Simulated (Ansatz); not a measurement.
**H₆N₃OTa: up Jacob's ladder to CCSD(T)**

An exercise on one series of results from a longer session: the logs are not shown, and one member is left open.

Method: functionals in def2-TZVPP, the program's frozen cores in correlated methods; program: Ansatz 0.2.0, Gaussian basis.

Levels to be run: LDA (SPW92), PBE-D4, revPBE-D4, BLYP-D4, r2SCAN-D4, B97M-V, PBE0-D4, B3LYP-D4, r2SCANh-D4, r2SCAN0-D4, HSE06-D4, BHLYP-D4, CAM-B3LYP-D4, LC-ωPBE, ωB97X-V, ωB97M-V, B2PLYP, PBE-QIDH; CCSD(T)/def2-SVP; CCSD(T)/def2-TZVPP; MP2/def2-QZVPP; extrapolation to the limit; RPA on PBE.

### The geometry

An earlier PBE0-D4 in a triple-zeta def2 set relaxation fixed the geometry. Ta takes the def2 core potential; no spin-orbit term is included.

SMILES `[NH2][Ta]([NH2])([NH2])=[O]`, 11 atoms, charge 0, spin multiplicity 1.

Atoms are counted from 1 here; the program's logs count them from 0.

Bond lengths: N1–Ta2 1.994 Å, N1–H6 1.009 Å, N1–H7 1.009 Å, Ta2–N3 1.994 Å, Ta2–N4 1.994 Å, Ta2–O5 1.721 Å, N3–H8 1.009 Å, N3–H9 1.009 Å, N4–H10 1.009 Å, N4–H11 1.009 Å. Angles: Ta2–N1–H6 123.7°, Ta2–N1–H7 126.3°, H6–N1–H7 109.7°, N1–Ta2–N3 110.7°, N1–Ta2–N4 110.7°, N1–Ta2–O5 108.2°, N3–Ta2–N4 110.7°, N3–Ta2–O5 108.2°, N4–Ta2–O5 108.2°, Ta2–N3–H8 126.3°, Ta2–N3–H9 123.7°, H8–N3–H9 109.7°, Ta2–N4–H10 126.3°, Ta2–N4–H11 123.7°, H10–N4–H11 109.7°.

As a file:

```mol
H6N3OTa
  3D, bonds by distance, orders not assigned

 11 10  0  0  0  0  0  0  0  0999 V2000
   -1.0689    1.5417    0.2751 N   0  0
    0.3779    0.1754    0.1490 Ta  0  0
   -0.0405   -1.4039    1.2919 N   0  0
    0.6627   -0.3789   -1.7450 N   0  0
    1.8363    0.8837    0.7255 O   0  0
   -0.9079    2.5056    0.5260 H   0  0
   -2.0607    1.3704    0.2029 H   0  0
   -0.7094   -2.1307    1.0855 H   0  0
    0.4732   -1.6421    2.1269 H   0  0
   -0.0544   -0.6355   -2.4070 H   0  0
    1.5574   -0.3427   -2.2101 H   0  0
  1  2  8  0
  2  3  8  0
  2  4  8  0
  2  5  8  0
  1  6  8  0
  1  7  8  0
  3  8  8  0
  3  9  8  0
  4 10  8  0
  4 11  8  0
M  END
```

Set-up of the first run:

Contents of in.yaml:

```yaml
crystal:
  periodic: [false, false, false]
  atoms:
    - {symbol: N, position_ang: [-1.068877, 1.541664, 0.275060]}
    - {symbol: Ta, position_ang: [0.377868, 0.175438, 0.148964]}
    - {symbol: N, position_ang: [-0.040548, -1.403876, 1.291852]}
    - {symbol: N, position_ang: [0.662707, -0.378928, -1.744990]}
    - {symbol: O, position_ang: [1.836273, 0.883730, 0.725543]}
    - {symbol: H, position_ang: [-0.907858, 2.505604, 0.525967]}
    - {symbol: H, position_ang: [-2.060748, 1.370433, 0.202875]}
    - {symbol: H, position_ang: [-0.709443, -2.130734, 1.085458]}
    - {symbol: H, position_ang: [0.473226, -1.642066, 2.126934]}
    - {symbol: H, position_ang: [-0.054361, -0.635530, -2.407040]}
    - {symbol: H, position_ang: [1.557361, -0.342736, -2.210123]}
basis:
  gaussian: {orbitals: def2-TZVPP}
hamiltonian: {xc: lda}
output: {orbitals: {seedname: orbitals}}
```

Run with:

```sh
$ ansatz run in.yaml --threads 4 --pin off --events-out ev --progress --plain --max-ram 10444MiB
```

Among the steps run: LDA; PBE-D4 (GGA); revPBE-D4 (GGA); BLYP-D4 (GGA); r2SCAN-D4 (meta-GGA); B97M-V (meta-GGA); PBE0-D4 (hybrid); B3LYP-D4 (hybrid); r2SCANh-D4 (hybrid); r2SCAN0-D4 (hybrid); HSE06-D4 (hybrid); BHLYP-D4 (hybrid); CAM-B3LYP-D4 (range-separated); LC-ωPBE (range-separated); ωB97X-V (range-separated); ωB97M-V (range-separated); B2PLYP (double hybrid); PBE-QIDH (double hybrid).

One table of the session follows, with a row left open; its other results are not shown here.

It belongs to the step «Orbital energies across the functionals». 

```
  functional  HOMO (eV)  gap (eV)
 LDA (SPW92)      -5.74      4.84
      PBE-D4      -5.55      4.82
   revPBE-D4      -5.47      4.84
     BLYP-D4      -5.43      4.68
   r2SCAN-D4      -5.85      5.40
      B97M-V      -5.90      5.22
     PBE0-D4      -6.93      6.88
    B3LYP-D4          ?         ?
  r2SCANh-D4      -6.37      6.25
  r2SCAN0-D4      -7.15      7.42
    HSE06-D4      -6.52      6.13
    BHLYP-D4      -8.23      8.67
CAM-B3LYP-D4      -8.32      8.94
     LC-ωPBE      -9.71     11.55
     ωB97X-V      -9.31     10.93
     ωB97M-V      -9.22     10.36
```

Q: Estimate the row for B3LYP-D4 from the others.

Worked estimate for «HOMO (eV)». Against the share of exact exchange, BLYP-D4 (0, -5.43), BHLYP-D4 (0.5, -8.23) give a slope of -5.60 per unit share; at 0.2 the line stands at -6.55.

The run gave: HOMO (eV): -6.69; gap (eV): 6.33. In «HOMO (eV)» the line misses by +0.14.
